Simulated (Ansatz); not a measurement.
Task: a small convex hull of the Hf-Os system, with the Python package of Ansatz (0.2.0). Give the script and its output. Use (first run): r2SCAN, PAW, cutoff 639 eV, 7×7×7 k-points, Fermi-Dirac smearing of 0.05 eV.

Script `hfos_hull.py`:
```python
'''Stability of Hf-Os compounds against each other, after relaxing atoms and volume at fixed cell shape.'''

from collections import Counter
import warnings

import ansatz as az
from ase import Atoms
from pymatgen.analysis.phase_diagram import PDEntry, PhaseDiagram
from pymatgen.core import Composition

XC = 'r2scan'
MAX_SCF = 100
K_SPACING = 0.3
FILLING = 'fermi_dirac'
WIDTH_EV = 0.05


def solve(name, crystal):
    calc = crystal.calculation()
    calc = calc.functional(XC)
    calc = calc.scf(max_iterations=MAX_SCF, self_checks='low')
    calc = calc.basis(47 * az.Ry, density_ratio=4)
    calc = calc.kpoints(spacing=K_SPACING).occupations(FILLING, width=WIDTH_EV)
    calc = calc.relax(force_tolerance=0.03, max_steps=40, fix_cell=['shape'])
    return calc.run(threads=1, pin='off')


def counts(outcome):
    return Counter(site.symbol for site in outcome.lattice.sites)


def main() -> None:
    warnings.simplefilter('ignore', az.DeckWarning)

    phases = {}
    atoms = Atoms(
        ['Hf', 'Os'],
        scaled_positions=[
            (0.0, 0.0, 0.0),
            (0.5, 0.5, 0.5),
        ],
        cell=[
            (3.239, 0.0, 0.0),
            (0.0, 3.239, 0.0),
            (0.0, 0.0, 3.239),
        ],
        pbc=True,
    )
    hfos_pm_3m = az.Crystal.from_ase(atoms)
    phases['HfOs Pm-3m'] = hfos_pm_3m
    hfos3_pm_3m = (
        az.Lattice.of((3.973561, 0.0, 0.0), (0.0, 3.973561, 0.0), (0.0, 0.0, 3.973561))
        .atom('Hf', (0.0, 0.0, 0.0))
        .atom('Os', (0.5, 0.5, 0.0))
        .atom('Os', (0.5, 0.0, 0.5))
        .atom('Os', (0.0, 0.5, 0.5))
    )
    phases['HfOs3 Pm-3m'] = hfos3_pm_3m
    hf = (
        az.Lattice.of((3.1967, 0.0, 0.0), (-1.59835, 2.768423, 0.0), (0.0, 0.0, 5.0578))
        .atom('Hf', (1 / 3, 2 / 3, 0.25))
        .atom('Hf', (2 / 3, 1 / 3, 0.75))
    )
    phases['Hf'] = hf
    os = (
        az.Lattice.from_parameters(2.7341, 2.7341, 4.3197, alpha=90, beta=90, gamma=120)
        .space_group(194)
        .atom('Os', (1 / 3, 2 / 3, 0.25))
    )
    phases['Os'] = os

    done = {}
    for name, crystal in phases.items():
        done[name] = solve(name, crystal)
        print(f'{name}: {done[name].report["energy_sigma0_ev"]:.4f} eV, {len(done[name].lattice.sites)} atoms')

    entries = [PDEntry(Composition(dict(counts(o))), o.report['energy_sigma0_ev'], name=name) for name, o in done.items()]
    diagram = PhaseDiagram(entries)
    rows = [(e.name, e.composition.get_atomic_fraction('Os'), diagram.get_form_energy_per_atom(e), diagram.get_e_above_hull(e)) for e in entries]
    rows.sort(key=lambda row: row[1])
    print('     phase       x(Os)  E_form (eV/atom)  above hull (eV/atom)')
    for row in rows:
        print(f'{str(row[0]):>10}  {row[1]:10.3f}  {row[2]:16.4f}  {row[3]:20.4f}')
    print('on the hull of these phases:', ', '.join(row[0] for row in rows if row[3] < 1e-6))


if __name__ == '__main__':
    main()
```

Output of `python hfos_hull.py`:
```text
HfOs Pm-3m: -27132.2538 eV, 2 atoms
HfOs3 Pm-3m: -49926.3116 eV, 4 atoms
Hf: -31466.1359 eV, 2 atoms
Os: -22795.2932 eV, 2 atoms
     phase       x(Os)  E_form (eV/atom)  above hull (eV/atom)
        Hf       0.000            0.0000                0.0000
HfOs Pm-3m       0.500           -0.7697                0.0000
HfOs3 Pm-3m       0.750           -0.0760                0.3088
        Os       1.000            0.0000                0.0000
on the hull of these phases: Hf, HfOs Pm-3m, Os
```

Reading the output:
- The settings weren't tested for convergence.
- For the metals among these phases the mesh is modest: differences between phases can be off by up to 40 meV an atom.
- Atoms and volume are relaxed with the cell's shape held, which in cells of lower than cubic symmetry can hide stresses and shift volumes.
- Spin-orbit coupling, which matters for elements this heavy, is left out.
- The cells come from databases of deposited and of computed structures, and not all need be stable phases.
- Differences under about 40 meV an atom lie within the error of mesh and functional, so such verdicts may flip; only the cells listed enter the hull.
- The whole script took 110 s on 1 thread of Arm Neoverse V1 (shared host), peak memory 0.8 GiB.

(Lines on the test bed's own set-up are left out of the output.)
